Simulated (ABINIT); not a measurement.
Write the native input for ABINIT 10.8.3 (patched build) that does the following.

| Item | Value |
| --- | --- |
| Task | equation of state |
| Functional | PBE |
| Potentials or basis | JTH PAW PBE v2.0 |
| Cutoff | 517 eV |
| k mesh | 6 × 6 × 6 |
| Occupations | fermi-dirac, width 0.05 eV |
| Spin | no spin polarisation |
| Fine-grid cutoff | 1034.03 eV |

TaTe:

```xyz
2
Lattice="3.4201 0.0000 0.0000 0.0000 3.4201 0.0000 0.0000 0.0000 3.4201" Properties=species:S:1:pos:R:3 pbc="T T T"
Ta    1.7100    1.7100    1.7100
Te    0.0000    0.0000    0.0000
```

The cell was built by a generator and needn't be a form met in nature.

These files were run (other wordings do the same):

run.abi

```
# Datasets: one volume each
ndtset 7
getwfk -1
scalecart1 3*0.9795861087
scalecart2 3*0.9864848297
scalecart3 3*0.9932883884
scalecart4 3*1.0000000000
scalecart5 3*1.0066227096
scalecart6 3*1.0131594038
scalecart7 3*1.0196128224

# Pseudopotentials
pp_dirpath "./"
pseudos "Ta.GGA_PBE-JTH.xml, Te.GGA_PBE-JTH.xml"

# Structure
acell 3.42009 3.42009 3.42009 Angstrom
rprim
     1.0000000000     0.0000000000     0.0000000000
     0.0000000000     1.0000000000     0.0000000000
     0.0000000000     0.0000000000     1.0000000000
ntypat 2
znucl 73 52
natom 2
typat 1 2
xred
     0.5000000000     0.5000000000     0.5000000000
     0.0000000000     0.0000000000     0.0000000000

# Plane-wave basis
ecut 19.0
pawecutdg 38.0
pawxcdev 0

# k points
kptopt 1
ngkpt 6 6 6
nshiftk 1
shiftk 0.0 0.0 0.0

# Exchange and correlation
ixc 11

# Bands and occupations
nband 14
occopt 3
tsmear 0.05 eV

# SCF cycle
nstep 100
tolvrs 1.0e-9

# Output
iomode 3
prtwf 1
prtden 0
prteig 0
prtebands 0
enunit 1
```

Potentials or basis: JTH PAW PBE v2.0.

The run is started by

```sh
$ abinit run.abi > log 2>&1
```

It gave:

```yaml
Equilibrium_volume: 20.18 Å³/atom
Bulk_modulus: 147 GPa
Pressure_derivative_of_the_bulk_modulus: "4.3 (rough: it moves with the points fitted)"
```

Caveat: pressures at fixed basis lie under the slope of the energies.

It took 39 s on 1 thread of Arm Neoverse V2, with other jobs on the host, peak memory 0.14 GiB.
